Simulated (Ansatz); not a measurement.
This script drives Ansatz 0.2.0 through its Python package.

`freq_ch4alnte.py`
```python
"""Vibrations of CH4AlNTe."""

from dataclasses import dataclass
import itertools

import ansatz
from ase import Atoms
from ase.data import atomic_numbers, covalent_radii
from ase.thermochemistry import IdealGasThermo
import numpy as np


@dataclass
class Options:
    basis_set: str = "def2-SVP"
    xc: str = "r2SCAN"


opts = Options()

geometry_ang = [
    ("N", (-1.1457, 1.6903, -0.3561)),
    ("Al", (-0.2198, 0.0966, -0.5013)),
    ("C", (0.8163, -1.2503, 0.417)),
    ("Te", (-0.1882, -2.5427, -0.8321)),
    ("H", (-0.7592, 2.3942, -1.0634)),
    ("H", (-1.0168, 2.1313, 0.5871)),
    ("H", (1.958, -1.2294, 0.1915)),
    ("H", (0.6476, -1.3471, 1.5014)),
]
ch4alnte = ansatz.Crystal.molecule()
for symbol, xyz in geometry_ang:
    ch4alnte = ch4alnte.atom(symbol, xyz)

model = ch4alnte.calculation()
model = model.basis(gaussian=opts.basis_set)
model = model.functional(opts.xc)
symbols = [site.symbol for site in ch4alnte.cartesian_sites]
start = np.array([site.position_ang for site in ch4alnte.cartesian_sites], dtype=float)
r = model.relax(force_tolerance=0.003, max_steps=100).run().report
end = np.array(r["positions_ang"])

# pairs closer than 1.2 times the sum of covalent radii, before or after
radius = [covalent_radii[atomic_numbers[s]] for s in symbols]
span = lambda where, i, j: np.linalg.norm(where[i] - where[j])
bonded = [(i, j) for i, j in itertools.combinations(range(len(symbols)), 2) if min(span(start, i, j), span(end, i, j)) < 1.2 * (radius[i] + radius[j])]
print("pair        before    after (A)")
for i, j in bonded:
    print(f"{symbols[i]}{i}-{symbols[j]}{j}".ljust(10), f"{span(start, i, j):8.4f} {span(end, i, j):8.4f}")

# frequencies need a stationary point, so they are taken at the relaxed geometry
minimum = ansatz.Crystal.molecule()
for symbol, place in zip(symbols, end):
    minimum = minimum.atom(symbol, place.tolist())
vibrating = (
    minimum.calculation()
    .basis(gaussian=opts.basis_set)
    .functional(opts.xc)
    .phonons(temperatures=(200, 600, 100))
)
vib = vibrating.run().report["vibrations"]
sums = vib["harmonic_sums"]
modes = [m["omega_inv_cm"] for m in sums["modes_at_gamma"] if m["rigid_motion"] == "no"]
print("frequencies (1/cm):", " ".join(f"{w:.0f}" for w in modes))
print("imaginary modes:", sum(w < 0 for w in modes), " zero-point energy:", round(sums["zero_point_energy_ev"], 4), "eV")
# rigid rotor and ideal gas, symmetry number taken as one
gas = IdealGasThermo(vib_energies=[w / 8065.544 for w in modes if w > 0], geometry="linear" if len(modes) == 3 * len(symbols) - 5 else "nonlinear",
                     atoms=Atoms(symbols, positions=end), symmetrynumber=1, spin=0.0)
print(f"H(298 K) - E = {gas.get_enthalpy(298.15, verbose=False):.4f} eV")
print(f"S(298 K, 1 bar) = {96485.33 * gas.get_entropy(298.15, 1e5, verbose=False):.1f} J/(mol K) with symmetry number 1")
```

It is started by `python freq_ch4alnte.py`. Estimate its wall time and peak memory on 1 thread of Arm Neoverse V1, with other jobs on the host.

It took about 4.1 min, with a peak of 0.29 GiB, for 2 runs of the engine.

```console
$ python freq_ch4alnte.py
pair        before    after (A)
N0-Al1       1.8489   1.7626
N0-H4        1.0701   1.0153
N0-H5        1.0492   1.0157
Al1-C2       1.9316   1.9213
Al1-Te3      2.6601   2.4543
C2-Te3       2.0590   2.3404
C2-H6        1.1639   1.0986
C2-H7        1.1017   1.0986
frequencies (1/cm): 143 144 298 324 351 382 610 622 651 814 881 927 1362 1517 3102 3194 3586 3680
imaginary modes: 0  zero-point energy: 1.4002 eV
H(298 K) - E = 1.5967 eV
S(298 K, 1 bar) = 339.3 J/(mol K) with symmetry number 1
```

Caveats:
- The frequencies are harmonic and unscaled, in a modest basis. The result belongs to the one conformer reached from this start, and soft torsions count as harmonic oscillators.
- def2 sets replace the cores of elements past krypton by effective core potentials.
- The entropy takes a symmetry number of 1; a symmetric molecule's is lower by R ln(sigma).

(A comment or docstring line of the script was reworded after the run, the code is as it ran; lines on the test bed's own set-up are left out of the output.)
